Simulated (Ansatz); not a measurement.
# CHGaP (sextet): the correlation ladder, cc-pVDZ

The task here is to estimate one member of a computed series from the others.

Method: cc-pVDZ, core rule «outside noble gas», up to 20 orbitals frozen; program: Ansatz 0.2.0, Gaussian basis.

To be run: UHF; CCSD(T) on ROHF; CCSD(T) on UHF; BCCD(T) on ROHF; CISD as a restricted active space (open shells left free, so some higher excitations enter); CCSDT(Q) on ROHF; CCSDT(Q) on UHF; CASSCF and NEVPT2, 13 electrons in 11 orbitals.

37 further runs of the same task are left out: 10 for a known fault of the program, 13 that didn't finish, 14 set aside as unsound or not needed. Runs told in other sessions of the task aren't counted.

**The system**

The geometry is a PBE0/def2-TZVP stationary point (not a proven minimum) of the parent state, kept for this charge and spin. No spin-orbit coupling is included. The filled d shell of Ga may be among the frozen orbitals whatever the setting's name suggests.

4 atoms, charge 0, spin multiplicity 6.

Atoms are counted from 1 here; the program's logs count them from 0.

Bond lengths: C1–P2 1.776 Å, C1–Ga3 1.986 Å, C1–H4 1.090 Å, P2–Ga3 2.355 Å. Angles: P2–C1–Ga3 77.3°, P2–C1–H4 132.5°, Ga3–C1–H4 119.0°, C1–P2–Ga3 55.3°, C1–Ga3–P2 47.4°.

The first run:

in.yaml reads:

```yaml
crystal:
  periodic: [false, false, false]
  atoms:
    - {symbol: C, position_ang: [-0.128658, 1.202292, 0.703925]}
    - {symbol: P, position_ang: [0.017018, -0.364809, 1.527579]}
    - {symbol: Ga, position_ang: [0.007389, -0.075306, -0.810008]}
    - {symbol: H, position_ang: [0.499012, 2.093070, 0.701104]}
basis:
  gaussian: {orbitals: cc-pVDZ}
magnetization: {spin_polarized: true, initial_magnetization: 5}
hamiltonian: {xc: hf}
output: {orbitals: {seedname: orbitals}}
```

On the command line:

```
> ansatz run in.yaml --threads 1 --pin off --events-out ev --progress --plain --max-ram 2393MiB
```

Among the steps run: UHF; CCSD(T) on ROHF; CCSD(T) on UHF; BCCD(T) on ROHF; CISD as a restricted active space (open shells left free, so some higher excitations enter); CCSDT(Q) on ROHF; CCSDT(Q) on UHF; CASSCF and NEVPT2, 13 electrons in 11 orbitals.

One of the session's tables, all rows but one given; the rest of the session is left out.

```
         method  from UCCSDT(Q) (meV)
           ROHF               +7472.1
            UHF               +7163.1
           RMP2               +1199.9
           UMP2               +1283.6
          RCCSD                +342.1
          UCCSD                +312.9
       RCCSD(T)                 +74.7
       UCCSD(T)                 +57.7
        BCCD(T)                 +74.5
         RCCSDT                 +40.6
         UCCSDT                 +20.4
      RCCSDT(Q)                     ?
      UCCSDT(Q)                     0
CASSCF frontier               +6181.0
NEVPT2 frontier               +1486.6
```

Q: Estimate the row for RCCSDT(Q) from the others.

As computed: from UCCSDT(Q) (meV): +19.8. In the column «from UCCSDT(Q) (meV)» it lies between UCCSDT(Q) (0) and UCCSDT (+20.4).

Not comparable, so not listed: CISD as a restricted active space (open shells left free, so some higher excitations enter) (they don't share determinant, frozen orbitals or solution with the rows shown, or repeat one).

Limits of these values: Restricted and unrestricted rows rest on different reference determinants; a gap between their highest levels can come from leftover correlation error, from unlike frozen cores or from another state.
